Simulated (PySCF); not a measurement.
# C3H7GaN2O: the cost of one run

The runs use PySCF 2.14.0, with density-fitted response routines of our own; the level of theory stands in each step. All values are computed, except where a source is named. Atoms count from 0, in the outputs and in this text.

### 1 The molecule as given

14 atoms, charge 0, multiplicity 1; geometry from: GFN2-xTB.

Bonds of the start (Å): C0–C1 1.43, C1–N2 1.15, N2–Ga3 2.16, Ga3–N4 1.98, N4–C5 1.31, C5–O6 1.25, C0–H7 1.09, C0–H8 1.09, C0–H9 1.09, Ga3–H10 1.53, Ga3–H11 1.53, N4–H12 1.01, C5–H13 1.10.

### 2 TDDFT and polarisability: CAM-B3LYP/def2-SVPD

Job settings and geometry (Å):

```
{"job": {"kind": "uv", "xc": "CAM-B3LYP", "basis": "def2-SVPD", "nstates": 8, "ntriplets": 3}, "charge": 0, "multiplicity": 1}
C      3.297670    -0.223847     0.626311
C      1.911938     0.047544     0.422519
N      0.796006     0.250952     0.263448
Ga    -1.195017     0.960829    -0.175314
N     -1.854338    -0.782383     0.500401
C     -3.081478    -0.406916     0.253374
O     -3.279827     0.726103    -0.233570
H      3.576062    -1.124493     0.079756
H      3.889908     0.616412     0.265608
H      3.487098    -0.370271     1.689253
H     -1.040973     2.064468     0.872385
H     -0.851037     1.010389    -1.665014
H     -1.717236    -1.704920     0.894963
H     -3.939453    -1.064342     0.463741
```

Method: TDDFT CAM-B3LYP/def2-SVPD, vertical, gas phase, core orbitals frozen in the response.

Command:

```console
> OMP_NUM_THREADS=1 python probes_run.py task.json out
```

The driver reads the jobs from task.json and runs them one after another.

Q: Estimate the wall time and peak memory of this job on 1 thread of Arm Neoverse V2, shared host.

About 61 s, with a peak of 1.1 GiB.
